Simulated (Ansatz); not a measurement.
# GaH4N: the cost of one run

The runs use Ansatz 0.2.0, Gaussian basis; PBE0-D4/def2-TZVP structures, single points in def2-TZVPP, no counterpoise correction.

Levels: SPW92, PBE-D4, BLYP-D4, r2SCAN-D4, B97M-V, PBE0-D4, B3LYP-D4, r2SCAN0-D4, BHLYP-D4, CAM-B3LYP-D4, wB97X-V, wB97M-V, B2PLYP, PBE-QIDH, RPA on PBE, Hartree-Fock, MP2, CCSD, CCSD(T).

Correlated methods freeze the cores. Filled d shells of the heavier atoms are correlated. B3LYP uses VWN-RPA correlation. B2PLYP carries no dispersion term here.

96 further runs of the same task are left out: 2 that didn't finish, 94 set aside as unsound or not needed.

### 1 Where the work starts

The complex: 11 atoms, charge 0, spin multiplicity 1.

Atoms are counted from 1 here; the program's logs count them from 0.

Bond lengths: Ga1–N2 1.815 Å, Ga1–H3 1.561 Å, Ga1–H4 1.561 Å, N2–H7 1.006 Å, N2–H8 1.006 Å, H5–C6 1.091 Å, C6–H9 1.089 Å, C6–H10 1.091 Å, C6–H11 1.089 Å. Angles: N2–Ga1–H3 116.8°, N2–Ga1–H4 116.8°, H3–Ga1–H4 126.4°, Ga1–N2–H7 124.0°, Ga1–N2–H8 124.0°, H7–N2–H8 111.9°, H5–C6–H9 109.2°, H5–C6–H10 110.5°, H5–C6–H11 109.2°, H9–C6–H10 109.0°, H9–C6–H11 109.8°, H10–C6–H11 109.1°.

Geometry (Å):

```csv
atom,x (Å),y (Å),z (Å)
Ga1,-0.29473,0.11525,-1.55319
N2,1.05493,1.31335,-1.35869
H3,0.11106,-1.35334,-1.89375
H4,-1.74888,0.65985,-1.39112
H5,0.26523,-0.08848,1.31994
C6,-0.41318,-0.82062,1.76090
H7,0.91703,2.28885,-1.15738
H8,2.02909,1.08454,-1.45763
H9,0.16988,-1.60865,2.23631
H10,-1.04905,-1.26336,0.99265
H11,-1.04127,-0.32749,2.50197
```

Its parts: GaNH4 holds atoms 1, 2, 3, 4, 7, 8; CH4 holds atoms 5, 6, 9, 10, 11. Each part counts its atoms afresh in its own runs.

### 2 Relaxing GaNH4 alone

The input, relax-a/in.yaml:

```yaml
crystal:
  periodic: [false, false, false]
  atoms:
    - {symbol: Ga, position_ang: [-0.294731, 0.115255, -1.553189]}
    - {symbol: N, position_ang: [1.054926, 1.313350, -1.358692]}
    - {symbol: H, position_ang: [0.111061, -1.353342, -1.893753]}
    - {symbol: H, position_ang: [-1.748882, 0.659847, -1.391125]}
    - {symbol: H, position_ang: [0.917026, 2.288852, -1.157380]}
    - {symbol: H, position_ang: [2.029091, 1.084541, -1.457633]}
basis:
  gaussian: {orbitals: def2-TZVP}
hamiltonian: {xc: pbe0, dispersion: d4}
relax: {f_tol: 0.005, max_steps: 200}
```

Run with:

```
ansatz run in.yaml --threads 4 --pin off --events-out ev --progress --plain --max-ram 9574MiB
```

**Question.** How long does this run take on 4 threads of Arm Neoverse V2, shared host?

About 2.8 s.
